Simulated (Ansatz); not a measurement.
**TiC+ (sextet): from Hartree-Fock to the top rungs, def2-TZVPP**

An exercise on one series of results from a longer session: the logs are not shown, and one member is left open.

Program: Ansatz 0.2.0, Gaussian basis. Level of theory: def2-TZVPP, core rule «outside noble gas», up to 10 orbitals frozen. These are calculated values, not measurements.

To be run: UHF; ROHF; CCSD(T) on UHF.

**What is computed**

The geometry is a PBE0/def2-TZVP stationary point (not a proven minimum) of the parent state, kept for this charge and spin.

2 atoms, charge 1, spin multiplicity 6.

Atoms are counted from 1 here; the program's logs count them from 0.

Bond lengths: Ti1–C2 1.805 Å.

Geometry (Å):

| atom | x (Å) | y (Å) | z (Å) |
| --- | --- | --- | --- |
| Ti1 | 0.0000 | 0.0000 | 0.0000 |
| C2 | 0.0000 | 0.0000 | 1.8052 |

Set-up of the first run:

in.yaml

```yaml
crystal:
  periodic: [false, false, false]
  atoms:
    - {symbol: Ti, position_ang: [0.000000, 0.000000, 0.000000]}
    - {symbol: C, position_ang: [0.000000, 0.000000, 1.805200]}
basis:
  gaussian: {orbitals: def2-TZVPP}
total_charge: 1
magnetization: {spin_polarized: true, initial_magnetization: 5}
hamiltonian: {xc: hf}
output: {orbitals: {seedname: orbitals}}
```

Command:

```bash
> ansatz run in.yaml --threads 1 --pin off --events-out ev --progress --plain --max-ram 4096MiB --backend cpu
```

Steps of the session up to this table: UHF; ROHF; CCSD(T) on UHF.

One table of the session follows, with a row left open; its other results are not shown here.

| method | from UCCSD(T) (meV) |
| --- | --- |
| ROHF | +4158.0 |
| UHF | ? |
| UMP2 | +845.5 |
| UCCSD | +198.0 |
| UCCSD(T) | 0 |

Q: Estimate the row for UHF from the others.

As computed: from UCCSD(T) (meV): +4025.8. In the column «from UCCSD(T) (meV)» it lies between UMP2 (+845.5) and ROHF (+4158.0).
